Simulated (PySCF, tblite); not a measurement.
# CH₁₀O₃SSi₄: geometry, infrared bands and NMR shifts

Wanted: the infrared bands and NMR shifts of CH₁₀O₃SSi₄ (`CS[Si@@H]1O[Si@@H](O[SiH3])O[SiH2]1`), by calculation.

The runs use tblite 0.8.0 and PySCF 2.14.0, with density-fitted response routines of our own; the level of theory stands in each step. All values are computed, except where a source is named. Atoms are numbered from 0 throughout.

### Step 1. The starting structure

19 atoms, charge 0, multiplicity 1; geometry from: force field or distance geometry start.

Bonds of the start (Å): C0–S1 1.80, S1–Si2 2.14, Si2–O3 1.71, O3–Si4 1.72, Si4–O5 1.68, O5–Si6 1.72, Si4–O7 1.73, O7–Si8 1.73, Si8–Si2 2.25, C0–H9 1.10, C0–H10 1.11, C0–H11 1.12, Si2–H12 1.46, Si4–H13 1.48, Si6–H14 1.48, Si6–H15 1.49, Si6–H16 1.48, Si8–H17 1.46, Si8–H18 1.44.

### Step 2. Geometry optimisation with GFN2-xTB

The job: settings as JSON, then the geometry in Å.

```
{"job": {"kind": "relax", "xc": "GFN2-xTB", "basis": "xTB"}, "charge": 0, "multiplicity": 1}
C     -4.020700    -0.058200     0.088900
S     -2.294800     0.445200     0.042700
Si    -1.002700    -1.049800    -0.786100
O      0.015100    -1.580700     0.483200
Si     1.213100    -0.347100     0.421500
O      2.315100    -0.397600     1.688700
Si     3.430400     0.897600     1.464100
O      1.955400    -0.503800    -1.137500
Si     0.569600    -0.137900    -2.107500
H     -4.093900    -1.119000    -0.183500
H     -4.574000     0.619400    -0.590100
H     -4.466800     0.072000     1.108300
H     -1.725600    -2.135400    -1.431400
H      0.459800     0.924000     0.336300
H      3.285800     1.319200     0.056400
H      3.075800     2.054100     2.326100
H      4.804000     0.433900     1.757000
H      0.433900     1.311000    -2.108500
H      0.610800    -0.737600    -3.421000
```

Run with:

```sh
$ OMP_NUM_THREADS=1 python probes_run.py task.json out
```

The driver reads the jobs from task.json and runs them one after another.

**Question.** This job is followed by: GFN2-xTB harmonic vibrations, gas phase; GIAO PBE0/pcSseg-1 NMR shielding, non-relativistic, gas phase. Predict these results of the whole session: strongest single infrared mode (GFN2-xTB); zero-point energy (GFN2-xTB); 13C shifts against TMS (PBE0/pcSseg-1); 1H shifts against TMS (PBE0/pcSseg-1, means over atoms taken as alike); 33S shifts against CS2 (PBE0/pcSseg-1); 29Si shifts against TMS (PBE0/pcSseg-1); 17O shifts against H2O (PBE0/pcSseg-1); surface potential, 1st and 99th percentile.

**Answer**, as computed:

| quantity | value |
| --- | --- |
| strongest single infrared mode (GFN2-xTB) | 998 cm⁻¹, 840 km/mol |
| zero-point energy (GFN2-xTB) | 69.5 kcal/mol |
| 13C shifts against TMS (PBE0/pcSseg-1) | 7.8 ppm |
| 1H shifts against TMS (PBE0/pcSseg-1, means over atoms taken as alike) | 6.04, 5.41, 5.35, 5.16, 4.28, 1.76 ppm |
| 33S shifts against CS2 (PBE0/pcSseg-1) | -194 ppm |
| 29Si shifts against TMS (PBE0/pcSseg-1) | 4.4, -27.3, -42.7, -58.6 ppm |
| 17O shifts against H2O (PBE0/pcSseg-1) | 89.6, 59.0, 55.4 ppm |
| surface potential, 1st and 99th percentile | -1.06 V and 1.84 V |

**Reading.** Over 275 steps the energy fell by 2.477 eV; of the close pairs, Si4–O7 changed most, 1.734 to 1.627 Å. No mode is imaginary among the 51: a minimum at this level. The strongest single mode, at 998 cm⁻¹, moves mainly O7 and O3. Unscaled tight-binding wavenumbers are off by several per cent, some by more. Its intensities can rank the bands wrongly. At PBE0/pcSseg-1: The largest span, 260 ppm, is at S1, where the paramagnetic term is -363 ppm. By nearest atom (PBE0/pcSseg-1), the HOMO sits on S1 72 % and the LUMO on Si2, Si8 about 16 % each; 4 H atoms about 8 % each.
